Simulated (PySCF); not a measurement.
# C5H8F2O2: magnetic properties

Aim: compute the magnetic properties of C5H8F2O2 (`FCC[C@@H]1OC[C@@H](F)O1`).

Computed with PySCF 2.14.0 and routines of our own; the level stands in each step. Atoms count from 0.

## Step 1: The starting structure

17 atoms, charge 0, multiplicity 1; geometry from: GFN2-xTB.

## Step 2: Magnetic properties: GIAO CAM-B3LYP/pcSseg-1

The job: settings as JSON, then the geometry in Å.

```
{"job": {"kind": "mag", "xc": "CAM-B3LYP", "basis": "pcSseg-1", "isotopologues": 0}, "charge": 0, "multiplicity": 1}
F      3.463856     0.110248    -0.099427
C      2.130826     0.318389     0.151702
C      1.308350    -0.816191    -0.447445
C     -0.171918    -0.630427    -0.153827
O     -0.628855     0.625202    -0.587649
C     -1.729225     0.965587     0.225649
C     -1.585874     0.032506     1.447534
F     -2.656818    -0.842159     1.470191
O     -0.414556    -0.646847     1.245782
H      2.012285     0.359530     1.238541
H      1.864947     1.278129    -0.300930
H      1.627871    -1.767196    -0.020897
H      1.449931    -0.842140    -1.527941
H     -0.762790    -1.436639    -0.630287
H     -1.659271     2.022467     0.484883
H     -2.678313     0.761054    -0.282875
H     -1.577445     0.520519     2.426546
```

Level: GIAO CAM-B3LYP/pcSseg-1 magnetisability, rotational g tensor and spin-rotation constants, non-relativistic, gas phase.

Launch:

```bash
$ OMP_NUM_THREADS=1 python excited_run.py task.json out
```

One launch serves the whole session: the jobs run in the order shown.

Standard output:

```text
coarse grid: 14736 points
cycle   1  E = -544.9239089099  dE =  1.617e+00  |g| = 1.073e+00  |ddm| = 3.512e+00
cycle   2  E = -544.8442083244  dE =  7.970e-02  |g| = 1.338e+00  |ddm| = 1.367e+00
cycle   3  E = -545.1192105112  dE = -2.750e-01  |g| = 5.616e-02  |ddm| = 7.738e-01
cycle   4  E = -545.1196716117  dE = -4.611e-04  |g| = 2.874e-02  |ddm| = 4.790e-02
cycle   5  E = -545.1198128506  dE = -1.412e-04  |g| = 1.033e-02  |ddm| = 2.460e-02
cycle   6  E = -545.1198299036  dE = -1.705e-05  |g| = 3.126e-03  |ddm| = 7.588e-03
cycle   7  E = -545.1198317030  dE = -1.799e-06  |g| = 4.599e-04  |ddm| = 2.406e-03
final grid: 144640 points
cycle   8  E = -545.2225583681  dE = -4.281e-05  |g| = 6.530e-03  |ddm| = 1.497e-02
cycle   9  E = -545.2225560538  dE =  2.314e-06  |g| = 7.860e-03  |ddm| = 8.090e-03
cycle  10  E = -545.2225656602  dE = -9.606e-06  |g| = 4.230e-04  |ddm| = 4.113e-03
cycle  11  E = -545.2225656889  dE = -2.868e-08  |g| = 1.855e-04  |ddm| = 4.500e-04
cycle  12  E = -545.2225656961  dE = -7.190e-09  |g| = 3.265e-05  |ddm| = 1.614e-04
cycle  13  E = -545.2225656962  dE = -1.630e-10  |g| = 1.757e-05  |ddm| = 3.462e-05
converged SCF energy = -545.2225656962

Magnetisability tensor (1e-30 J/T^2)
    -1328.82      -30.53       32.58
      -30.53    -1192.33      -30.08
       32.58      -30.08    -1179.48
isotropic -1233.54   principal values   -1339.65  -1216.59  -1144.39
isotropic susceptibility -74.286 1e-6 cm^3/mol

Inertial axes            a          b          c
rot. const./GHz      4.1418     0.8249     0.7787
chi total           -80.515    -69.012    -73.330
chi diamagnetic    -396.424  -1437.032  -1510.338
chi paramagnetic    315.909   1368.020   1437.008
quadrupole/D A      -12.489      1.261     11.228
g nuclear            0.5960     0.5189     0.5145
g electronic        -0.6147    -0.5302    -0.5257
g total             -0.0187    -0.0113    -0.0112

Spin-rotation constants (kHz, H = +C I.J)
atom  isotope        aa         bb         cc
  0    19F        1.698      0.100      0.023
  7    19F        3.447      0.716      0.847
  9     1H       -0.382     -0.029     -0.004
 10     1H       -0.442      0.046     -0.063
 11     1H       -0.427      0.015     -0.079
 12     1H       -0.342     -0.058     -0.025
 13     1H       -0.242     -0.088      0.031
 14     1H       -0.486     -0.035      0.004
 15     1H       -0.130     -0.059     -0.041
 16     1H       -0.414     -0.064      0.041
  1    13C*       0.680      0.233      0.215
  2    13C*       0.648      0.155      0.138
  3    13C*       1.267      0.192      0.237
  4    17O*      -0.684     -0.037     -0.105
  5    13C*       0.826      0.206      0.199
  6    13C*       1.078      0.242      0.244
  8    17O*      -0.850     -0.123     -0.131
* in the singly substituted isotopologue
```

Wall time 91 s (1 thread of Arm Neoverse N1, shared host); peak memory 0.96 GiB.

In short:

```csv
quantity,value
magnetisability,-1234·10⁻³⁰ J/T²
molar susceptibility,-74.3·10⁻⁶ cm³/mol
"rotational g (a, b, c)","-0.0187, -0.0113, -0.0112"
```

## Step 3: Magnetic properties: GIAO KT1/6-31++G**

Settings changed since step 2:

```diff
@@ -1,2 +1,2 @@
-{"job": {"kind": "mag", "xc": "CAM-B3LYP", "basis": "pcSseg-1", "isotopologues": 0}, "charge": 0, "multiplicity": 1}
+{"job": {"kind": "mag", "xc": "KT1", "basis": "6-31++G**"}, "charge": 0, "multiplicity": 1}
 F      3.463856     0.110248    -0.099427
```

Method: GIAO KT1/6-31++G** magnetisability, rotational g tensor and spin-rotation constants, non-relativistic, gas phase.

Standard output:

```text
coarse grid: 14736 points
cycle   1  E = -551.3710040613  dE =  1.251e+00  |g| = 9.162e-01  |ddm| = 4.094e+00
cycle   2  E = -550.9791264098  dE =  3.919e-01  |g| = 1.733e+00  |ddm| = 3.998e+00
cycle   3  E = -551.5225901116  dE = -5.435e-01  |g| = 1.220e-01  |ddm| = 3.034e+00
cycle   4  E = -551.5251568630  dE = -2.567e-03  |g| = 6.155e-02  |ddm| = 2.213e-01
cycle   5  E = -551.5259149351  dE = -7.581e-04  |g| = 1.840e-02  |ddm| = 9.099e-02
cycle   6  E = -551.5259666505  dE = -5.172e-05  |g| = 8.314e-03  |ddm| = 3.121e-02
cycle   7  E = -551.5259810084  dE = -1.436e-05  |g| = 1.185e-03  |ddm| = 1.168e-02
cycle   8  E = -551.5259812466  dE = -2.382e-07  |g| = 5.296e-04  |ddm| = 1.845e-03
final grid: 144640 points
cycle   9  E = -551.4153045988  dE = -1.704e-04  |g| = 2.283e-02  |ddm| = 1.670e-01
cycle  10  E = -551.4150091327  dE =  2.955e-04  |g| = 4.635e-02  |ddm| = 7.217e-02
cycle  11  E = -551.4153979446  dE = -3.888e-04  |g| = 2.764e-03  |ddm| = 5.178e-02
cycle  12  E = -551.4153995342  dE = -1.590e-06  |g| = 7.473e-04  |ddm| = 4.253e-03
cycle  13  E = -551.4153996296  dE = -9.534e-08  |g| = 2.589e-04  |ddm| = 1.130e-03
cycle  14  E = -551.4153996430  dE = -1.340e-08  |g| = 5.161e-05  |ddm| = 3.972e-04
cycle  15  E = -551.4153996434  dE = -4.304e-10  |g| = 2.511e-05  |ddm| = 1.096e-04
converged SCF energy = -551.4153996434

Magnetisability tensor (1e-30 J/T^2)
    -1319.08      -39.33       26.62
      -39.33    -1173.73      -38.08
       26.62      -38.08    -1150.92
isotropic -1214.58   principal values   -1330.65  -1200.38  -1112.71
isotropic susceptibility -73.144 1e-6 cm^3/mol

Inertial axes            a          b          c
rot. const./GHz      4.1418     0.8249     0.7787
chi total           -79.722    -67.133    -72.576
chi diamagnetic    -397.717  -1438.216  -1510.899
chi paramagnetic    317.995   1371.083   1438.323
quadrupole/D A      -12.014      1.553     10.461
g nuclear            0.5960     0.5189     0.5145
g electronic        -0.6188    -0.5313    -0.5262
g total             -0.0227    -0.0125    -0.0117

Spin-rotation constants (kHz, H = +C I.J)
atom  isotope        aa         bb         cc
  0    19F        1.845      0.159      0.089
  7    19F        3.785      0.765      0.890
  9     1H       -0.380     -0.027     -0.003
 10     1H       -0.442      0.050     -0.062
 11     1H       -0.427      0.017     -0.079
 12     1H       -0.339     -0.058     -0.024
 13     1H       -0.229     -0.085      0.035
 14     1H       -0.478     -0.034      0.006
 15     1H       -0.127     -0.058     -0.040
 16     1H       -0.400     -0.062      0.045
  1    13C*       0.584      0.208      0.190
  2    13C*       0.564      0.137      0.119
  3    13C*       1.144      0.170      0.212
  4    17O*      -0.712     -0.044     -0.111
  5    13C*       0.714      0.185      0.174
  6    13C*       0.953      0.217      0.219
  8    17O*      -0.891     -0.123     -0.132
* in the singly substituted isotopologue
```

Wall time 94 s (1 thread of Arm Neoverse N1, shared host); peak memory 0.73 GiB.

In short:

```csv
quantity,value
magnetisability,-1215·10⁻³⁰ J/T²
molar susceptibility,-73.1·10⁻⁶ cm³/mol
"rotational g (a, b, c)","-0.0227, -0.0125, -0.0117"
```

## Step 4: Magnetic properties side by side

```csv
level,ξ (10⁻³⁰ J/T²),g(a),g(b),gap (eV),functions,time
GIAO CAM-B3LYP/pcSseg-1,-1234,-0.0187,-0.0113,11.69,193,91 s
GIAO KT1/6-31++G**,-1215,-0.0227,-0.0125,6.08,210,94 s
```

## Step 5: Outcome

| quantity | value |
| --- | --- |
| magnetisability (step 2, GIAO CAM-B3LYP/pcSseg-1) | -1234·10⁻³⁰ J/T² |
| molar susceptibility (step 2, GIAO CAM-B3LYP/pcSseg-1) | -74.3·10⁻⁶ cm³/mol |
| rotational g (a, b, c) (step 2, GIAO CAM-B3LYP/pcSseg-1) | -0.0187, -0.0113, -0.0112 |
| magnetisability over the levels | -1234 to -1215·10⁻³⁰ J/T² |

**Reading.** The magnetisability spreads by 1.5 % over 2 levels of like cost. Two levels can agree by chance, so this spread shows no convergence. Vibrational averaging and real surroundings are missing from these values.
